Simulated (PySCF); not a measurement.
# C5H7NO2Si: the cost of one run

The runs use PySCF 2.14.0, with density-fitted response routines of our own; the level of theory stands in each step. All values are computed, except where a source is named. Atoms count from 0, in the outputs and in this text.

## (1) The starting structure

16 atoms, charge 0, multiplicity 1; geometry from: GFN2-xTB.

Bonds of the start (Å): C0–C1 1.53, C1–Si2 1.94, Si2–O3 1.66, O3–C4 1.35, C4–C5 1.36, C5–O6 1.35, O6–N7 1.36, N7–C8 1.30, C8–C1 1.49, C8–C4 1.42, C0–H9 1.09, C0–H10 1.09, C0–H11 1.09, C1–H12 1.09, Si2–H13 1.46, Si2–H14 1.46, C5–H15 1.07.

## (2) TDDFT and polarisability: wB97X-D/def2-SVPD

The job: settings as JSON, then the geometry in Å.

```
{"job": {"kind": "uv", "xc": "wB97X-D", "basis": "def2-SVPD", "nstates": 8, "ntriplets": 3}, "charge": 0, "multiplicity": 1}
C     -1.589367    -1.314923    -0.092603
C     -0.825917    -0.273089     0.725929
Si    -1.009443     1.567771     0.153521
O      0.605819     1.840700    -0.138647
C      1.330760     0.729354     0.106706
C      2.631741     0.353210     0.028600
O      2.714128    -0.939717     0.417529
N      1.481379    -1.408689     0.749391
C      0.646651    -0.427455     0.571153
H     -1.320526    -2.316430     0.236582
H     -1.346988    -1.227724    -1.149508
H     -2.661428    -1.178368     0.028440
H     -1.088204    -0.410427     1.778845
H     -1.412333     2.475364     1.217945
H     -1.706780     1.706237    -1.117041
H      3.542909     0.833128    -0.260769
```

Method: TDDFT wB97X-D/def2-SVPD, vertical, gas phase, core orbitals frozen in the response.

Started as:

```sh
OMP_NUM_THREADS=1 python probes_run.py task.json out
```

One launch serves the whole session: the jobs run in the order shown.

**Question.** How long does this job take on 1 thread of Arm Neoverse N1, shared host, and how much memory does it need?

About 2.1 min, with a peak of 1.1 GiB.
